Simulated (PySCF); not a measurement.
# C4H7NSi: the cost of one run

The runs use PySCF 2.14.0, with density-fitted response routines of our own; the level of theory stands in each step. All values are computed, except where a source is named. Atoms are numbered from 0 throughout.

## 1. Starting geometry

13 atoms, charge 0, multiplicity 1; geometry from: GFN2-xTB.

Bonds of the start (Å): C0–C1 1.20, C1–C2 1.44, C2–N3 1.47, N3–C4 1.46, C4–Si5 1.91, Si5–C2 1.94, C0–H6 1.05, C2–H7 1.10, N3–H8 1.01, C4–H9 1.09, C4–H10 1.10, Si5–H11 1.46, Si5–H12 1.46.

## 2. Ultraviolet spectrum: PBE0/def2-SVPD

Job settings and geometry (Å):

```
{"job": {"kind": "uv", "xc": "PBE0", "basis": "def2-SVPD", "nstates": 8, "ntriplets": 3}, "charge": 0, "multiplicity": 1}
C      0.753221    -2.693134     0.933155
C      0.547059    -1.520144     0.800975
C      0.287122    -0.116283     0.625531
N      0.935525     0.449001    -0.565893
C     -0.058452     1.410606    -1.039857
Si    -1.419002     0.452365    -0.092333
H      0.934110    -3.719345     1.053465
H      0.547762     0.408546     1.560379
H      1.868736     0.815336    -0.417686
H     -0.088071     1.439097    -2.130737
H      0.103994     2.437381    -0.683071
H     -2.117080    -0.567864    -0.863752
H     -2.299312     1.204924     0.802095
```

With the program's defaults for keys left out, this is: TDDFT PBE0/def2-SVPD, vertical, gas phase, core orbitals frozen in the response.

Command:

```console
> OMP_NUM_THREADS=1 python probes_run.py task.json out
```

One launch serves the whole session: the jobs run in the order shown.

**Question.** How long does this first job take on 1 thread of Intel Xeon at 2.70GHz, shared host, and how much memory does it need?

About 33 s, with a peak of 0.66 GiB.
